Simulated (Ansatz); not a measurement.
Write a Python script for Ansatz's Python interface that makes a charge-density difference against the sublattices of TiBeB, space group P-6m2. Level of theory (first run): LDA, PAW, cutoff 460 eV, 8×8×7 k-points, Fermi-Dirac smearing of 0.1 eV.

```cif
data_structure
_symmetry_space_group_name_H-M 'P 1'
_symmetry_Int_Tables_number 1
_cell_length_a 3.2782
_cell_length_b 3.2782
_cell_length_c 3.1429
_cell_angle_alpha 90.000
_cell_angle_beta 90.000
_cell_angle_gamma 120.000
_cell_volume 29.25
loop_
_atom_site_label
_atom_site_type_symbol
_atom_site_fract_x
_atom_site_fract_y
_atom_site_fract_z
_atom_site_occupancy
Ti1 Ti 0.33333 0.66667 0.00000 1
Be1 Be 0.66667 0.33333 0.50000 1
B1 B 0.00000 0.00000 0.50000 1
```

Script `tibeb_drho.py`:
```python
"""Density of TiBeB less that of its sublattices."""

import ansatz as az
import numpy as np

SETTINGS = {
    "smearing": "Fermi-Dirac",
    "sigma": 0.1,
    "xc": "LDA",
    "ecut": 460,
    "kgrid": (8, 8, 7),
}

VECTORS = np.array([
    [3.278237, 0.0, 0.0],
    [-1.639118, 2.839036, 0.0],
    [0.0, 0.0, 3.142913],
])
SITES = [
    ("Ti", [1 / 3, 2 / 3, 0.0]),
    ("Be", [2 / 3, 1 / 3, 0.5]),
    ("B", [0.0, 0.0, 0.5]),
]


def on_lattice(cell):
    crystal = az.Crystal(lattice=az.Lattice.of(cell))
    for symbol, position in SITES:
        crystal = crystal.atom(symbol, position)
    return crystal


def main() -> None:
    # one cutoff and one grid for all runs, so that the fields can be subtracted
    def solve(crystal):
        return (
            crystal.calculation()
            .occupations(SETTINGS["smearing"], width=SETTINGS["sigma"])
            .functional(SETTINGS["xc"])
            .basis(SETTINGS["ecut"], grid_basis="typed")
            .kpoints(*SETTINGS["kgrid"])
            .density()
            .run(threads=1)
        )


    whole = solve(on_lattice(VECTORS))
    difference = whole.density().channels[0].density_e_per_ang3.copy()
    binding = whole.report["free_energy_ev"]
    for element in ["Ti", "Be", "B"]:
        part = az.Crystal(lattice=az.Lattice.of(VECTORS))
        for symbol, position in SITES:
            if symbol == element:
                part = part.atom(symbol, position)
        alone = solve(part)
        difference -= alone.density().channels[0].density_e_per_ang3
        binding -= alone.report["free_energy_ev"]
        print(f"{element} sublattice: {alone.report['n_electrons']:g} electrons, {alone.report['n_iterations']} iterations")

    voxel = abs(np.linalg.det(VECTORS)) / difference.size
    print(f"energy of the crystal less its unpolarised sublattices: {binding / len(SITES):.4f} eV/atom")
    print(f"net charge of the difference {difference.sum() * voxel:.5f} e, charge moved {0.5 * np.abs(difference).sum() * voxel:.3f} e")
    print(f"extremes {difference.min():.4f} and {difference.max():.4f} e/A^3")
    for (symbol, position) in SITES:
        index = tuple(int(round(p * n)) % n for p, n in zip(position, difference.shape))
        print(f"  change of the pseudo-density at the grid point nearest {symbol}: {difference[index]:+.4f} e/A^3")
    profile = difference.mean(axis=(0, 1))
    print("planar mean along the third vector:", np.round(profile[:: max(len(profile) // 12, 1)], 4))


if __name__ == "__main__":
    main()
```

```console
$ python tibeb_drho.py
Ti sublattice: 12 electrons, 6 iterations
Be sublattice: 2 electrons, 6 iterations
B sublattice: 3 electrons, 6 iterations
energy of the crystal less its unpolarised sublattices: -3.8464 eV/atom
net charge of the difference -0.00000 e, charge moved 0.500 e
extremes -0.3055 and 0.1121 e/A^3
  change of the pseudo-density at the grid point nearest Ti: -0.1103 e/A^3
  change of the pseudo-density at the grid point nearest Be: -0.0773 e/A^3
  change of the pseudo-density at the grid point nearest B: -0.1658 e/A^3
planar mean along the third vector: [-0.0651 -0.0317 -0.0058  0.005   0.0197  0.0298  0.0312  0.0298  0.0197
  0.005  -0.0058 -0.0317]
```

Reading the output:
- For a metal this k-point mesh is coarse: on a finer one energies can move by several to tens of meV an atom and pressures by half a GPa or more, differences at one mesh by less.
- Densities and potentials on the grid are those of the valence electrons, and inside the cores they hang on the potentials used.
- The structure comes from a database of computed cells and needn't be a stable or known phase.
- Charge moved counts every rearrangement, bonding and polarisation too, and is no transfer between atoms; the bare sublattices are artificial references. Values near the nuclei depend on the potentials.
- Run time: 1.2 s on 1 thread of AMD EPYC 9R45 96-Core Processor (Zen 5), with other jobs on the host, peak memory 0.39 GiB.

(Lines on the test bed's own set-up are left out of the output.)
